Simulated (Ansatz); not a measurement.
**CH4FSSn radical: how energies converge with the basis set**

Aim: see how fast density functionals converge with the basis set for CH4FSSn radical.

Program: Ansatz 0.2.0, Gaussian basis. Level of theory: one geometry, several basis sets. These are calculated values, not measurements.

The runs, in order: PBE0-D4/def2-SVP; ωB97M-V/def2-SVP; PBE0-D4/def2-QZVPP; ωB97M-V/def2-QZVPP; the functionals' def2-TZVPP values are taken from earlier runs.

## 1. The geometry

An earlier PBE0-D4 in a triple-zeta def2 set relaxation fixed the geometry. Sn takes the def2 core potential; no spin-orbit term is included.

SMILES `C[S][SnH][F]`, 8 atoms, charge 0, spin multiplicity 2.

Atoms are counted from 1 here; the program's logs count them from 0.

Bond lengths: C1–S2 1.817 Å, C1–H5 1.089 Å, C1–H6 1.090 Å, C1–H7 1.089 Å, S2–Sn3 2.405 Å, Sn3–F4 1.942 Å, Sn3–H8 1.741 Å. Angles: S2–C1–H5 110.7°, S2–C1–H6 106.2°, S2–C1–H7 111.2°, H5–C1–H6 109.0°, H5–C1–H7 110.3°, H6–C1–H7 109.3°, C1–S2–Sn3 99.8°, S2–Sn3–F4 101.7°, S2–Sn3–H8 109.1°, F4–Sn3–H8 104.2°.

## 2. PBE0-D4 in def2-SVP

in.yaml reads:

```yaml
crystal:
  periodic: [false, false, false]
  atoms:
    - {symbol: C, position_ang: [-0.886975, 0.885592, 0.548105]}
    - {symbol: S, position_ang: [-1.133453, -0.714063, -0.278075]}
    - {symbol: Sn, position_ang: [1.031910, -0.989180, -1.288894]}
    - {symbol: F, position_ang: [2.190192, -0.163872, 0.033967]}
    - {symbol: H, position_ang: [-1.032137, 1.707111, -0.151911]}
    - {symbol: H, position_ang: [-1.647018, 0.945612, 1.327047]}
    - {symbol: H, position_ang: [0.100446, 0.945452, 1.002465]}
    - {symbol: H, position_ang: [1.469136, -2.673852, -1.248403]}
basis:
  gaussian: {orbitals: def2-SVP}
magnetization: {spin_polarized: true, initial_magnetization: 1}
hamiltonian: {xc: pbe0, dispersion: d4}
output: {orbitals: {seedname: orbitals}}
```

Run with:

```sh
$ ansatz run in.yaml --threads 4 --pin off --events-out ev --progress --plain --max-ram 10444MiB
```

Further steps of the session: ωB97M-V in def2-SVP; PBE0-D4 in def2-QZVPP; ωB97M-V in def2-QZVPP.

**Question.** What will the summary of the whole plan be? Wanted: PBE0-D4: double and triple zeta above quadruple; ωB97M-V: double and triple zeta above quadruple.

**Answer**, as computed:

```
                                       quantity          value
PBE0-D4: double and triple zeta above quadruple  9.44, 0.61 eV
ωB97M-V: double and triple zeta above quadruple  9.57, 0.59 eV
```

In words: PBE0-D4 gains 8.82 eV from double to triple zeta, then 0.61 eV more. These are total energies; as a rule much of such shifts cancels in differences, which this series doesn't test.
